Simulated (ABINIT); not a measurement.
Y3F, 4 atoms in the cell. The structure is cubic, space group Pm-3m (No. 221). Conventional cell: a = 4.813 Å, b = 4.813 Å, c = 4.813 Å, α = 90.00°, β = 90.00°, γ = 90.00°. Y (site symmetry 4/mmm) is surrounded by 8 Y at 3.40 Å and 4 F at 3.40 Å. F (site symmetry m-3m) is surrounded by 12 Y at 3.40 Å. The cell was built by a generator and needn't be a form met in nature. The cell isn't the ideal one: cell relaxed.

| Item | Value |
| --- | --- |
| Program | ABINIT 10.8.3 (patched build) |
| Task | single point |
| Functional | PBE |
| Potentials or basis | Ansatz PAW PBE default generated set, frozen core |
| Cutoff | 435 eV |
| k mesh | 4 × 4 × 4 |
| Occupations | fermi-dirac, width 0.05 eV |
| Spin | spin-orbit coupling, no magnetisation |
| Fine-grid cutoff | 870.764 eV |

Potentials or basis: Ansatz PAW PBE default generated set, frozen core.

Launch:

```bash
$ abinit run.abi > log 2>&1
```

Hardware: 1 thread of AMD EPYC 9R45 96-Core Processor (Zen 5), with other jobs on the host.

Q: How long does it take, and how much memory?

A: Wall time 69 s on 1 thread of AMD EPYC 9R45 96-Core Processor (Zen 5), on a shared host, peak memory 0.3 GiB. Counts: scf iterations 13, mpi ranks 1, k points 10, bands 48, plane waves 2325.
